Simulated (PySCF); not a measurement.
# C8H10FO2P: the cost of one run

Programs: PySCF 2.14.0, with routines of our own; each step states its level. All values are computed. Atoms count from 0.

### 1 The starting structure

22 atoms, charge 0, multiplicity 1; geometry from: GFN2-xTB.

### 2 Magnetic properties: GIAO PBE0/pcSseg-1

The job: settings as JSON, then the geometry in Å.

```
{"job": {"kind": "mag", "xc": "PBE0", "basis": "pcSseg-1", "isotopologues": 0}, "charge": 0, "multiplicity": 1}
C      1.986396     1.764238     0.200965
C      2.244103     0.524263    -0.639350
P      1.372128    -0.898139     0.118036
O      1.843357    -1.305501     1.446587
O      1.556573    -2.081875    -0.963237
C     -0.411980    -0.523057     0.081376
C     -1.135458    -0.584350     1.261920
C     -2.492695    -0.313979     1.267475
C     -3.137033     0.018326     0.086380
C     -2.429999     0.086741    -1.102808
C     -1.074814    -0.183159    -1.086271
F     -0.376294    -0.108691    -2.235001
H      0.930257     2.030960     0.177783
H      2.564674     2.609399    -0.166521
H      2.264472     1.570101     1.235324
H      1.920465     0.656056    -1.669813
H      3.305318     0.264728    -0.637624
H      1.821754    -2.873769    -0.491085
H     -0.605272    -0.847375     2.164914
H     -3.048729    -0.360949     2.191032
H     -4.195638     0.229219     0.086653
H     -2.911995     0.346200    -2.032389
```

Level: GIAO PBE0/pcSseg-1 magnetisability, rotational g tensor and spin-rotation constants, non-relativistic, gas phase.

The run is started by

```
$ OMP_NUM_THREADS=1 python excited_run.py task.json out
```

This one command runs all jobs of the session in turn.

**Question.** How long does this first job take on 1 thread of Arm Neoverse V2, shared host, and how much memory does it need?

About 95 s, with a peak of 1.3 GiB.
